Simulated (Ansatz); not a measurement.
**SbH (singlet): the correlation ladder at distance Sb1–H2 = 1.510 Å, def2-SVP**

Aim: climb from Hartree-Fock through coupled cluster and multireference methods for SbH (singlet) at one geometry and basis, and see what each rung misses.

Computed with Ansatz 0.2.0, Gaussian basis. Level: def2-SVP, core rule «outside noble gas», up to 9 orbitals frozen.

Plan: UHF; CCSD(T) on RHF; CCSD(T) on UHF; BCCD(T) on RHF; CISD; CCSDT(Q) on RHF; CCSDT(Q) on UHF; CISDTQ; CCSDTQ on RHF; CASSCF and MRCISD+Q, 2 electrons in 2 orbitals; CASSCF and NEVPT2, 2 electrons in 2 orbitals; CASSCF and MRCISD+Q, 6 electrons in 5 orbitals; CASSCF and NEVPT2, 6 electrons in 5 orbitals; Full CI.

22 further runs of the same task are left out: 18 that didn't finish, 4 set aside as unsound or not needed.

## Step 1: What is computed

The geometry derives from a PBE0/def2-TZVP stationary point (not a proven minimum). One bond is set to the value named and the two fragments are kept rigid. No spin-orbit coupling is included. Elements past krypton take def2 core potentials.

2 atoms, charge 0, spin multiplicity 1.

Atoms are counted from 1 here; the program's logs count them from 0.

Bond lengths: Sb1–H2 1.510 Å.

Geometry (Å):

```xyz
2
charge 0, multiplicity 1
Sb    0.0000    0.0000    0.0000
H     0.0000    0.0000    1.5100
```

## Step 2: UHF

Contents of in.yaml:

```yaml
crystal:
  periodic: [false, false, false]
  atoms:
    - {symbol: Sb, position_ang: [0.000000, 0.000000, 0.000000]}
    - {symbol: H, position_ang: [0.000000, 0.000000, 1.510000]}
basis:
  gaussian: {orbitals: def2-SVP}
magnetization: {spin_polarized: true, initial_magnetization: 0}
hamiltonian: {xc: hf}
output: {orbitals: {seedname: orbitals}}
```

Launch:

```console
$ ansatz run in.yaml --threads 1 --pin off --events-out ev --progress --plain --max-ram 2393MiB
```

After this run come: CCSD(T) on RHF; CCSD(T) on UHF; BCCD(T) on RHF; CISD; CCSDT(Q) on RHF; CCSDT(Q) on UHF; CISDTQ; CCSDTQ on RHF; CASSCF and MRCISD+Q, 2 electrons in 2 orbitals; CASSCF and NEVPT2, 2 electrons in 2 orbitals; CASSCF and MRCISD+Q, 6 electrons in 5 orbitals; CASSCF and NEVPT2, 6 electrons in 5 orbitals; Full CI.

Q: Predict the results of all the runs planned. Wanted: FCI below the RHF energy; RMP2 from FCI; RCCSD from FCI; RCCSD(T) from FCI; RCCSDT(Q) from FCI; NEVPT2 pair from FCI; MRCISD+Q pair from FCI; NEVPT2 valence from FCI; T1 diagnostic.

**Answer**, as computed:

| quantity | value |
| --- | --- |
| FCI below the RHF energy | -2.9665 eV |
| RMP2 from FCI | +92.9 kJ/mol |
| RCCSD from FCI | +24.3 kJ/mol |
| RCCSD(T) from FCI | +11.9 kJ/mol |
| RCCSDT(Q) from FCI | -0.2 kJ/mol |
| NEVPT2 pair from FCI | +45.2 kJ/mol |
| MRCISD+Q pair from FCI | -3.0 kJ/mol |
| NEVPT2 valence from FCI | +51.2 kJ/mol |
| levels within 1 kcal/mol (43 meV) | RCCSDT, RCCSDT(Q), RCCSDTQ, MRCISD+Q pair, MRCISD+Q valence |
| T1 diagnostic | 0.009 |
| effectively unpaired electrons | 2.02 |

**Reading.** RCCSD(T) misses by +11.9 kJ/mol, 4.2 % of the correlation energy. RCCSDT(Q), MRCISD+Q pair, MRCISD+Q valence fall below full CI, which methods that aren't variational can do. With 2.0 effectively unpaired electrons against 0 the state is strongly multireference. Coupled cluster on one determinant still stays close here. Of the multireference levels listed MRCISD+Q pair comes nearest in total energy (-3.0 kJ/mol), which doesn't show that its space is the better one. These misses are within one basis, not against nature.
